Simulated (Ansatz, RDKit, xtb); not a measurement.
# C2H4GeN2Si: ranking a sample of isomers

Which of a sample of isomers of C2H4GeN2Si is the most stable in the gas at 298.15 K, and what are its properties? The sample is small against all isomers, and the most stable one of this formula need not be in it.

The funnel: GFN2-xTB relaxations, single points with a density functional, relaxations at PBE-D3(BJ)/def2-SVP, harmonic vibrations (at GFN2-xTB), and a last energy at a higher level. All values are calculated.

### 1 Possible bonding patterns

Isomers were taken from a list of plausible structures; this is a sample, not all of them. That gives 3 candidates.

```csv
label,SMILES,spin
c211,N#C[SiH2][GeH2][C]#N,singlet
c816,N#C[SiH]([GeH3])C#N,singlet
c979,N#[C][GeH]([SiH3])[C]#N,singlet
```

Candidates are built by distance geometry, with a force field where one applies, in up to four conformers (letters a to d).

### 2 Cheap relaxation of all starts

All 4 starts are relaxed the same way. One of them, c816a (taken from a list of positional isomers, embedded by distance geometry and UFF), in full:

File start.xyz:

```xyz
10
c816a
C     -1.690244    -1.561950     0.359193
C     -1.563732     1.198542    -0.770203
Ge    -2.293818     0.957658     2.492361
N     -1.952941    -2.631693     0.149418
N     -1.806347     1.807879    -1.697474
Si    -1.212829     0.123056     0.698413
H      0.297072     0.176823     0.940045
H     -1.889784     2.464650     2.749114
H     -3.831624     0.936871     2.247665
H     -1.992257     0.121159     3.719699
```

Launch:

```sh
$ xtb start.xyz --gfn 2 --opt
```

The log of the run, shortened:

```text
* xtb version 6.7.1
[...]
          :  # basis functions                  40          :
[...]
          :  # electrons                        30          :
[...]
          :  Hamiltonian                  GFN2-xTB          :
[...]
          :  net charge                          0          :
          :  unpaired electrons                  0          :
[...]
   *** convergence criteria satisfied after 14 iterations ***
[...]
   *** GEOMETRY OPTIMIZATION CONVERGED AFTER 10 ITERATIONS ***
[...]
   *** convergence criteria satisfied after 3 iterations ***
[...]
         ::                     SUMMARY                     ::
         :::::::::::::::::::::::::::::::::::::::::::::::::::::
         :: total energy             -15.705238477284 Eh    ::
         :: gradient norm              0.000870271737 Eh/a0 ::
         :: HOMO-LUMO gap              3.699524078445 eV    ::
         ::.................................................::
         :: SCC energy               -15.973036739083 Eh    ::
         :: -> isotropic ES            0.024629804339 Eh    ::
         :: -> anisotropic ES          0.000484733656 Eh    ::
         :: -> anisotropic XC          0.035631456871 Eh    ::
         :: -> dispersion             -0.007285067957 Eh    ::
         :: repulsion energy           0.267798261799 Eh    ::
         :: add. restraining           0.000000000000 Eh    ::
         :: total charge              -0.000000000000 e     ::
         :::::::::::::::::::::::::::::::::::::::::::::::::::::
[...]
        15        2.0000           -0.4198397             -11.4244 (HOMO)
        16                         -0.2838847              -7.7249 (LUMO)
[...]
     #   Z          covCN         q      C6AA      α(0)
     1   6 C        1.789     0.004    31.116     9.016
     2   6 C        1.789     0.004    31.121     9.017
     3  32 Ge       3.751     0.034   171.177    23.485
     4   7 N        0.911    -0.184    24.981     7.228
     5   7 N        0.911    -0.184    24.986     7.229
     6  14 Si       3.611     0.467    98.748    19.077
     7   1 H        0.918    -0.058     4.299     3.243
     8   1 H        0.939    -0.032     3.674     2.997
     9   1 H        0.939    -0.020     3.432     2.896
    10   1 H        0.939    -0.031     3.655     2.989
[...]
     #   Z sym  total        # sym  WBO       # sym  WBO       # sym  WBO
 ---------------------------------------------------------------------------
     1   6 C    3.888 --     4 N    2.919     6 Si   0.853
     2   6 C    3.888 --     5 N    2.919     6 Si   0.853
     3  32 Ge   3.587 --     8 H    0.882    10 H    0.881     9 H    0.879
                             6 Si   0.765
     4   7 N    3.040 --     1 C    2.919
     5   7 N    3.040 --     2 C    2.919
     6  14 Si   3.618 --     7 H    0.859     1 C    0.853     2 C    0.853
                             3 Ge   0.765
     7   1 H    0.997 --     6 Si   0.859
     8   1 H    0.996 --     3 Ge   0.882
     9   1 H    1.000 --     3 Ge   0.879
    10   1 H    0.996 --     3 Ge   0.881
 ---------------------------------------------------------------------------
[...]
molecular dipole:
                 x           y           z       tot (Debye)
 q only:        0.530       0.300       0.808
   full:        0.711       0.529       1.386       4.181
molecular quadrupole (traceless):
[...]
          | TOTAL ENERGY              -15.705238477284 Eh   |
          | GRADIENT NORM               0.000870271737 Eh/α |
          | HOMO-LUMO GAP               3.699524078445 eV   |
           -------------------------------------------------
[...]
```

It took 0.33 s on 2 threads of Intel Xeon at 2.50GHz (Skylake/Cascade Lake), shared host.

### 3 The minima found

4 of the 4 relaxations converged. 4 distinct structures remain:

```csv
label,start,SMILES after,spin,energy (kcal/mol)
c979a,drawn,N#[C][GeH]([SiH3])[C]#N,singlet,0.0
c211b,drawn,N#C[SiH2][GeH2][C]#N,singlet,3.8
c211a,drawn,N#C[SiH2][GeH2][C]#N,singlet,4.4
c816a,drawn,N#C[SiH]([GeH3])C#N,singlet,9.2
```

### 4 Single points on the low minima

A choice of the minima (the low ones first, few conformers of a pattern, up to a cap) and the lowest that fell apart get a single point at r2SCAN-D4/def2-SVP on the tight-binding geometry, and one at HF/STO-3G for comparison. The lowest singlets are also tried as triplets at the same geometry (label ending in t). The first, c979a:

File input.yaml:

```yaml
crystal:
  periodic: [false, false, false]
  atoms:
    - {symbol: C, position_ang: [-2.341555, -1.365370, 0.013628]}
    - {symbol: C, position_ang: [-1.024236, 1.181679, -0.706086]}
    - {symbol: Ge, position_ang: [-1.248455, 0.006917, 0.799447]}
    - {symbol: N, position_ang: [-3.024051, -2.179886, -0.413043]}
    - {symbol: "N", position_ang: [-0.894189, 1.914843, -1.576149]}
    - {symbol: Si, position_ang: [-2.219123, 1.020510, 2.700488]}
    - {symbol: H, position_ang: [0.107537, -0.673092, 0.859513]}
    - {symbol: H, position_ang: [-1.520719, 2.280057, 2.948662]}
    - {symbol: H, position_ang: [-3.634980, 1.251131, 2.421561]}
    - {symbol: H, position_ang: [-2.050267, 0.105748, 3.828388]}
basis:
  gaussian: {orbitals: def2-SVP}
hamiltonian: {xc: r2scan, dispersion: d4}
scf: {lower_state_search: "off"}
output: {orbitals: {seedname: orbitals}}
```

Launch:

```sh
$ ansatz run input.yaml --threads 2 --pin off --max-ram 5220MiB --events-out events.jsonl --progress --plain --runs-dir runs
```

The log of the run, shortened:

```text
Warning: RAYON_NUM_THREADS=2 ignored (pool sized by the plan → 2); use --threads N
Functional definition: r2SCAN
  name "r2SCAN"
[...]
1439 factors; their error is unknown
[...]
mean field -69496.19391079 eV, -2553.9380200096 hartree, gradient 8.6e-6 eV, S^2 0.000000; 0 other end points of the search recorded, 0 dependent functions left out
reference -69496.19392042 eV, -2553.9380203634 hartree; 38, 38 occupied and 88, 88 virtual orbitals, 1439 factors
Total energy: -69496.25860301 eV, -2553.9403974046 hartree
Checks for a lower state left out: stability, starts, cluster_reference, orbital_swaps, neighbouring_geometries, increment
```

Wall time 6 s (2 threads of Intel Xeon at 2.50GHz (Skylake/Cascade Lake), shared host); peak memory 0.18 GiB.

Relative energies in kcal/mol, each column from its lowest structure that stays in one piece:

```csv
label,SMILES,spin,GFN2-xTB,HF/STO-3G,r2SCAN-D4/def2-SVP
c816a,N#C[SiH]([GeH3])C#N,singlet,9.2,0.2,0.0
c211b,N#C[SiH2][GeH2][C]#N,singlet,3.8,0.0,1.6
c211a,N#C[SiH2][GeH2][C]#N,singlet,4.4,0.6,2.3
c979a,N#[C][GeH]([SiH3])[C]#N,singlet,0.0,2.8,6.9
c816at,N#C[SiH]([GeH3])C#N,triplet,–,–,135.7
c211bt,N#C[SiH2][GeH2][C]#N,triplet,–,–,135.9
```

### 5 Third filter: density-functional geometries

3 candidates are relaxed at PBE-D3(BJ)/def2-SVP (chosen among the lowest in one piece, one conformer a pattern). The first, c816a:

File input.yaml:

```yaml
crystal:
  periodic: [false, false, false]
  atoms:
    - {symbol: C, position_ang: [-1.649321, -1.563193, 0.273592]}
    - {symbol: C, position_ang: [-1.558072, 1.130403, -0.819873]}
    - {symbol: Ge, position_ang: [-2.316621, 0.986609, 2.550912]}
    - {symbol: "N", position_ang: [-1.986065, -2.630921, 0.035334]}
    - {symbol: N, position_ang: [-1.853885, 1.756512, -1.731554]}
    - {symbol: Si, position_ang: [-1.107235, 0.169027, 0.718804]}
    - {symbol: H, position_ang: [0.355229, 0.152722, 0.820370]}
    - {symbol: H, position_ang: [-1.970871, 2.408515, 2.867129]}
    - {symbol: H, position_ang: [-3.798883, 0.962508, 2.364847]}
    - {symbol: H, position_ang: [-2.050779, 0.220814, 3.808671]}
basis:
  gaussian:
    orbitals: def2-SVP
magnetization:
  spin_polarized: false
  initial_magnetization: 0
hamiltonian:
  xc: {name: PBE}
  dispersion: d3bj
scf:
  lower_state_search: "off"
relax:
  f_tol: 0.006
```

Launch:

```sh
$ ansatz run input.yaml --threads 2 --pin off --max-ram 5220MiB --events-out events.jsonl --progress --plain --runs-dir runs
```

The log of the run, shortened:

```text
Warning: RAYON_NUM_THREADS=2 ignored (pool sized by the plan → 2); use --threads N
[...]
Functional definition: PBE
  name "PBE"
[...]
1439 factors; their error is unknown
[...]
mean field -69481.44162506 eV, -2553.3958835084 hartree, gradient 5.3e-6 eV, S^2 0.000000; 0 other end points of the search recorded, 0 dependent functions left out
[...]
reference -69481.44166109 eV, -2553.3958848324 hartree; 38, 38 occupied and 88, 88 virtual orbitals, 1439 factors
relax step   1: F+E_penalty+E_count = -69481.70706124 eV  Δ(F+E_penalty+E_count) = +0.000e0 eV  max|allowed force component| = 3.438e0 eV/Å  Δτ_max = 0.0000 Å  (18 SCF iters, accepted)
[...]
relax step   5: F+E_penalty+E_count = -69481.97093079 eV  Δ(F+E_penalty+E_count) = -5.398e-4 eV  max|allowed force component| = 1.150e-2 eV/Å  Δτ_max = 0.0296 Å  (21 SCF iters, accepted)
[...]
Atom 1 at    -1.557502     1.177128    -0.819012 Å, force     0.000247     0.000031    -0.000453 eV/Å
Atom 2 at    -2.339757     0.992674     2.571713 Å, force    -0.001000     0.000522     0.000820 eV/Å
Atom 3 at    -2.014450    -2.686494     0.155778 Å, force    -0.000376     0.000022     0.000375 eV/Å
Atom 4 at    -1.849705     1.866275    -1.723321 Å, force    -0.000177    -0.000055    -0.000137 eV/Å
Atom 5 at    -1.127611     0.164335     0.678541 Å, force     0.001828     0.000232    -0.000677 eV/Å
Atom 6 at     0.361861     0.174579     0.834487 Å, force    -0.001230     0.000304     0.000310 eV/Å
Atom 7 at    -1.912901     2.459050     2.817755 Å, force    -0.000110    -0.000921     0.000172 eV/Å
Atom 8 at    -3.850036     0.909781     2.255871 Å, force     0.000749     0.000132     0.000357 eV/Å
Atom 9 at    -1.988883     0.115880     3.796883 Å, force    -0.000015    -0.000030    -0.000931 eV/Å
Dipole moment:     0.212611     0.307080     0.762573 e Å
Checks for a lower state left out: stability, starts, cluster_reference, orbital_swaps, neighbouring_geometries, increment
```

It took 51 s on 2 threads of Intel Xeon at 2.50GHz (Skylake/Cascade Lake), shared host; peak memory 0.17 GiB.

Energy change by step (eV): 0.0000, -0.2561, -0.2622, -0.2633, -0.2639, -0.2639.

After the run. Bond lengths: C1–N4 1.174 Å, C2–N5 1.174 Å, C1–Si6 1.858 Å, C2–Si6 1.858 Å, Ge3–Si6 2.396 Å, Si6–H7 1.498 Å, Ge3–H8 1.547 Å, Ge3–H9 1.545 Å, Ge3–H10 1.547 Å. Some angles: N4–C1–Si6 176.7°, N5–C2–Si6 176.7°, C1–Si6–C2 106.9°, C1–Si6–Ge3 109.4°, C2–Si6–Ge3 109.3°, C1–Si6–H7 108.1°, C2–Si6–H7 108.1°, Ge3–Si6–H7 114.7°, Si6–Ge3–H8 108.3°, Si6–Ge3–H9 108.3°.

### 6 The relaxed candidates

```
label     spin  r2SCAN-D4/def2-SVP (kcal/mol)  PBE-D3(BJ)/def2-SVP, relaxed (kcal/mol)  time
c816a  singlet                            0.0                                      0.0  51 s
c211b  singlet                            1.6                                      2.4  52 s
c979a  singlet                            6.9                                      7.3  96 s
```

c816a: Bond lengths: C1–N4 1.174 Å, C2–N5 1.174 Å, C1–Si6 1.858 Å, C2–Si6 1.858 Å, Ge3–Si6 2.396 Å, Si6–H7 1.498 Å, Ge3–H8 1.547 Å, Ge3–H9 1.545 Å, Ge3–H10 1.547 Å. Some angles: N4–C1–Si6 176.7°, N5–C2–Si6 176.7°, C1–Si6–C2 106.9°, C1–Si6–Ge3 109.4°, C2–Si6–Ge3 109.3°, C1–Si6–H7 108.1°, C2–Si6–H7 108.1°, Ge3–Si6–H7 114.7°, Si6–Ge3–H8 108.3°, Si6–Ge3–H9 108.3°.

c211b: Bond lengths: C2–Ge3 1.935 Å, C1–N4 1.174 Å, C2–N5 1.174 Å, C1–Si6 1.860 Å, Ge3–Si6 2.398 Å, Si6–H7 1.498 Å, Si6–H8 1.498 Å, Ge3–H9 1.544 Å, Ge3–H10 1.544 Å. Some angles: C2–Ge3–Si6 105.4°, Ge3–C2–N5 177.4°, N4–C1–Si6 177.5°, C1–Si6–Ge3 106.5°, C2–Ge3–H9 107.1°, C2–Ge3–H10 107.1°, Si6–Ge3–H9 112.6°, Si6–Ge3–H10 112.6°, C1–Si6–H7 108.3°, C1–Si6–H8 108.3°.

c979a: Bond lengths: C1–Ge3 1.933 Å, C2–Ge3 1.933 Å, C1–N4 1.173 Å, C2–N5 1.173 Å, Ge3–Si6 2.396 Å, Ge3–H7 1.544 Å, Si6–H8 1.500 Å, Si6–H9 1.499 Å, Si6–H10 1.501 Å. Some angles: C1–Ge3–C2 105.4°, C1–Ge3–Si6 109.4°, C2–Ge3–Si6 109.4°, Ge3–C1–N4 176.6°, Ge3–C2–N5 176.6°, C1–Ge3–H7 107.3°, C2–Ge3–H7 107.3°, Si6–Ge3–H7 117.4°, Ge3–Si6–H8 107.8°, Ge3–Si6–H9 107.7°.

(Part 1 of 2 ends here.)
